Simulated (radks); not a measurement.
# Ti⁺ in [Ar] 3d2 4s0.75 4p0.25: an all-electron calculation

One table from this session's results is given with a row withheld; the runs are named, their logs left out.

Method: non-relativistic Kohn-Sham, PBE, spin-polarised, spherical densities, point nucleus; open shells are filled with parallel spins first. Code: radks (a radial shooting solver on a logarithmic mesh, Libxc functionals) version 1.

## Starting point

```
element       : titanium (Z = 22)
charge        : +1
electrons     : 21
configuration : [Ar] 3d2 4s0.75 4p0.25
```

Set-up of the first run:

The run's settings:

```text
Z 22
configuration [Ar] 3d2 4s0.75 4p0.25
relativity non-relativistic
functional pbe,pbe
spin polarised
nucleus point
```

Among the steps run: Self-consistent calculation.

One of the session's tables, all rows but one given; the rest of the session is left out.

It belongs to the step «Orbitals and density». Radial moments (bohr):

```
  level      <r>  outermost maximum (interpolated)  90 % within  nodes
  1s up  0.07017                            0.0461        0.125      0
1s down  0.07017                            0.0461        0.125      0
  2s up   0.3277                             0.271        0.509      1
2s down   0.3274                             0.271        0.508      1
  2p up   0.2910                             0.221        0.478      0
2p down   0.2907                             0.220        0.478      0
  3s up    1.015                             0.876         1.52      2
3s down        ?                                 ?            ?      ?
  3p up    1.088                             0.905         1.68      1
3p down    1.087                             0.904         1.68      1
  3d up    1.495                             0.975         2.60      0
  4s up    3.148                              2.73         4.64      3
3d down    1.487                             0.973         2.58      0
  4p up    3.848                              3.28         5.74      2
```

Q: Estimate the row for 3s down from the others.

As computed: <r>: 1.014; outermost maximum (interpolated): 0.876; 90 % within: 1.52; nodes: 2. In the column «<r>» it lies between 2s up (0.3277) and 3s up (1.015).
